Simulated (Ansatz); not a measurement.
**GeMo (rocksalt type): how the settings move a relaxation**

Aim: see which settings change the result for GeMo (rocksalt type), by how much, and at what cost.

Method: reference: DFT, r2SCAN, PAW with Ansatz's default frozen-core files, scalar-relativistic, in Ansatz 0.2.0.

## 1. The structure to begin with

Symmetry: Fm-3m, No. 225, cubic system. Conventional cell: a = 5.202 Å, b = 5.202 Å, c = 5.202 Å, α = 90.00°, β = 90.00°, γ = 90.00°. Around Mo (site symmetry m-3m) lie 6 Ge at 2.60 Å. Ge (site symmetry m-3m) has 6 Mo at 2.60 Å as nearest neighbours.

As a file:

```
CELL_PARAMETERS angstrom
0.00000 2.60114 2.60114
2.60114 0.00000 2.60114
2.60114 2.60114 0.00000
ATOMIC_POSITIONS crystal
Mo 0.00000 0.00000 0.00000
Ge 0.50000 0.50000 0.50000
```

## 2. Reference

Input file input.yaml:

```yaml
crystal:
  lattice:
    - [0.0, 2.6011428215, 2.6011428215]
    - [2.6011428215, 0.0, 2.6011428215]
    - [2.6011428215, 2.6011428215, 0.0]
  atoms:
    - { symbol: Mo, position: [0.0, 0.0, 0.0] }
    - { symbol: Ge, position: [0.5, 0.5, 0.5] }
kpoints:
  mp_grid: { grid: [14, 14, 14] }
scf:
  occupations: { method: fermi_dirac, width: 0.08 }
hamiltonian:
  xc: r2scan
  pseudopotentials: { kind: paw }
output:
  forces: true
  stress: true
  write_density: true
  write_potential: true
  elf: true
  volumetric_format: npy
relax:
  f_tol: 0.005
  max_steps: 40
  cell: {}
```

On the command line:

```
$ ansatz run input.yaml --threads 1 --pin off --max-ram 2048MiB --backend cpu --events-out ev --progress --plain --runs-dir out
```

## 3. Again, with mp_grid.grid [5, 5, 5], occupations.width 0.3

input.yaml, as its differences from that of step 2:

```diff
@@ -9,5 +9,5 @@
 kpoints:
-  mp_grid: { grid: [14, 14, 14] }
+  mp_grid: { grid: [5, 5, 5] }
 scf:
-  occupations: { method: fermi_dirac, width: 0.08 }
+  occupations: { method: fermi_dirac, width: 0.3 }
 hamiltonian:
@@ -18,6 +18,2 @@
   stress: true
-  write_density: true
-  write_potential: true
-  elf: true
-  volumetric_format: npy
 relax:
```

Q: Predict the outcome of this session. Wanted: for each run, ending; energy change; pressure; gap; force.

**Answer**, as computed:

```tsv
run	ending	energy change	pressure (GPa)	gap (eV)	force (eV/Å)	cycles	time
reference	converged	0	0.0	0.00	0.00	30	66 s
1: mp_grid.grid [5, 5, 5], occupations.width 0.3	converged	-23.2 meV/atom (σ→0)	0.0	0.00	0.00	28	12 s
```

Times don't compare one to one where runs were asked for different outputs or read a saved state (see the inputs); cycles may leave out searches for a lower state.

**Reading.** Changing the k-point mesh and smearing moves the energy by -23.2 meV/atom (σ→0 values), and the final volume goes from 33.44 to 33.79 Å³. The reference has no spin polarisation; with Mo present, a magnetic state may lie lower.
